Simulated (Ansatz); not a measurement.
# Al6N6O: the cost of one run

Computed with Ansatz 0.2.0 (DFT LDA, scalar-relativistic, plane waves, PAW, unless a step's input says otherwise).

34 further runs of the same task are left out: 34 set aside as unsound or not needed.

### Step 1. Starting point

The structure is hexagonal, space group P6_3mc (No. 186). The conventional cell has a = 3.089 Å, b = 3.089 Å, c = 4.943 Å, α = 90.00°, β = 90.00°, γ = 120.00°. Al (site symmetry 3m) is surrounded by 4 N at 1.88 to 1.89 Å. Around N (site symmetry 3m) lie 4 Al at 1.88 to 1.89 Å.

Coordinates:

```
CELL_PARAMETERS angstrom
3.08866 0.00000 0.00000
-1.54433 2.67486 0.00000
0.00000 0.00000 4.94303
ATOMIC_POSITIONS crystal
Al 0.33333 0.66667 0.00151
Al 0.66667 0.33333 0.50151
N 0.33333 0.66667 0.38349
N 0.66667 0.33333 0.88349
```

It is the result of an earlier relaxation at this level (volume 10.21 Å³/atom; gap on the mesh: 4.42 eV).

### Step 2. Plan of the line

Atoms count from 1 in the order of the input.

A guest moved over a lattice plane through the rigid host; the plane is (1 0 0) of the conventional cell, half-way across the widest gap between atomic layers, origin above Al4.

The axes are (1) place of O13 along a1: 10 values from 0.0 to 0.9, periodic; (2) place of O13 along a2: 10 values from 0.0 to 0.9, periodic.

Nothing else is relaxed (host rigid, guest held in the plane). Points are written as (first, second).

The two vectors of the plane (Å): (1.544, -2.675, 0.000); (0.000, 0.000, -4.943).

### Step 3. Point (5/10, 0/10) of the map's two axes

input.yaml reads:

```yaml
crystal:
  lattice:
    - [-4.6329859423, -2.6748556809, 0.0]
    - [-4.6329859423, 2.6748556809, 0.0]
    - [-3.0886572949, 0.0, -4.9430255845]
  atoms:
    - { symbol: Al, position: [0.3338353479, 0.0005020146, 0.9984939562] }
    - { symbol: Al, position: [0.0005020146, 0.6671686813, 0.9984939562] }
    - { symbol: Al, position: [0.6671686813, 0.3338353479, 0.9984939562] }
    - { symbol: Al, position: [0.5005020146, 0.8338353479, 0.4984939562] }
    - { symbol: Al, position: [0.1671686813, 0.5005020146, 0.4984939562] }
    - { symbol: Al, position: [0.8338353479, 0.1671686813, 0.4984939562] }
    - { symbol: "N", position: [0.4611646521, 0.1278313187, 0.6165060438] }
    - { symbol: "N", position: [0.1278313187, 0.7944979854, 0.6165060438] }
    - { symbol: "N", position: [0.7944979854, 0.4611646521, 0.6165060438] }
    - { symbol: "N", position: [0.6278313187, 0.9611646521, 0.1165060438] }
    - { symbol: "N", position: [0.2944979854, 0.6278313187, 0.1165060438] }
    - { symbol: "N", position: [0.9611646521, 0.2944979854, 0.1165060438] }
    - { symbol: O, position: [0.5004442021, 0.5005020146, 0.4984939562] }
total_charge: -2
basis:
  ecutwfc: 420
kpoints:
  mp_grid: { grid: [6, 6, 4] }
hamiltonian:
  xc: lda
  pseudopotentials: { kind: paw, azcp: { folder: soft_1 } }
scf:
  occupations: { method: gaussian, width: 0.05 }
output:
  forces: true
  stress: true
  eigenvalues: true
  write_density: true
  write_potential: true
  elf: true
  volumetric_format: npy
```

Started as:

```bash
$ ansatz run input.yaml --threads 4 --pin off --max-ram 8192MiB --backend cpu --events-out ev --progress --plain --runs-dir out
```

Q: Estimate wall time and peak memory on 4 threads of Intel Xeon Platinum 8259CL at 2.50GHz (Skylake/Cascade Lake), shared host.

About 12 s, with a peak of 0.64 GiB.
